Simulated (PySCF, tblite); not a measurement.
**C₆H₁₁O₂S−: geometry, infrared bands and NMR shifts**

Aim: predict the infrared bands and NMR shifts of C₆H₁₁O₂S− (`CS(=O)(=O)[CH-]C1CCC1`).

The runs use tblite 0.8.0 and PySCF 2.14.0, with density-fitted response routines of our own; the level of theory stands in each step. All values are computed, except where a source is named. Atoms are numbered from 0 throughout.

**1. The molecule as given**

20 atoms, charge -1, multiplicity 1; geometry from: force field or distance geometry start.

Bonds of the start (Å): C0–S1 1.78, S1–O2 1.51, S1–O3 1.51, S1–C4 1.76, C4–C5 1.51, C5–C6 1.50, C6–C7 1.50, C7–C8 1.51, C8–C5 1.52, C0–H9 1.12, C0–H10 1.11, C0–H11 1.11, C4–H12 1.10, C5–H13 1.11, C6–H14 1.10, C6–H15 1.10, C7–H16 1.10, C7–H17 1.11, C8–H18 1.12, C8–H19 1.11.

**2. Optimising the geometry with GFN2-xTB**

What the job is given:

```
{"job": {"kind": "relax", "xc": "GFN2-xTB", "basis": "xTB"}, "charge": -1, "multiplicity": 1}
C      2.986500    -0.595500    -0.356000
S      1.842700     0.727600    -0.669000
O      2.356800     1.623500    -1.772600
O      1.807200     1.618000     0.546400
C      0.189000     0.202500    -0.976400
C     -0.557200     0.133800     0.331900
C     -1.473200    -1.041100     0.519300
C     -2.527300    -0.240000    -0.192400
C     -1.787300     1.021300     0.197000
H      3.570900    -0.286200     0.552200
H      3.652000    -0.687200    -1.234200
H      2.411400    -1.526600    -0.164800
H      0.106100    -0.738500    -1.549100
H      0.054400     0.408000     1.221600
H     -1.671300    -1.232900     1.584000
H     -1.144600    -1.959100     0.010900
H     -2.484400    -0.361400    -1.281800
H     -3.547400    -0.249000     0.257200
H     -2.155100     1.427200     1.169100
H     -1.634400     1.766300    -0.606000
```

On the command line:

```sh
> OMP_NUM_THREADS=1 python probes_run.py task.json out
```

One launch serves the whole session: the jobs run in the order shown.

**Question.** This job is followed by: GFN2-xTB harmonic vibrations, gas phase; GIAO PBE0/pcSseg-1 NMR shielding, non-relativistic, gas phase. Predict these results of the whole session: strongest single infrared mode (GFN2-xTB); zero-point energy (GFN2-xTB); 13C shifts against TMS (PBE0/pcSseg-1, means over atoms taken as alike); 1H shifts against TMS (PBE0/pcSseg-1, means over atoms taken as alike); 33S shifts against CS2 (PBE0/pcSseg-1); 17O shifts against H2O (PBE0/pcSseg-1, means over atoms taken as alike).

The runs gave:

| quantity | value |
| --- | --- |
| strongest single infrared mode (GFN2-xTB) | 1069 cm⁻¹, 409 km/mol |
| zero-point energy (GFN2-xTB) | 99.8 kcal/mol |
| 13C shifts against TMS (PBE0/pcSseg-1, means over atoms taken as alike) | 74.7, 54.3, 39.5, 37.4, 15.6 ppm |
| 1H shifts against TMS (PBE0/pcSseg-1, means over atoms taken as alike) | 3.21, 2.19, 1.83, 1.74, 1.26, 1.25, 1.21 ppm |
| 33S shifts against CS2 (PBE0/pcSseg-1) | 340 ppm |
| 17O shifts against H2O (PBE0/pcSseg-1, means over atoms taken as alike) | 210.5 ppm |

**Reading.** Relaxing lowered the energy by 1.155 eV in 138 steps; the close pair that moved most is C0–S1, from 1.777 to 1.892 Å. All 54 modes are real, so the xTB geometry is a minimum. The strongest single mode, at 1069 cm⁻¹, is spread over several atoms, O2, S1, O3 among them. Unscaled tight-binding wavenumbers are off by several per cent, some by more. Its intensities can rank the bands wrongly. At PBE0/pcSseg-1: Shielding is most anisotropic at S1 (span 201 ppm, paramagnetic term -885 ppm).
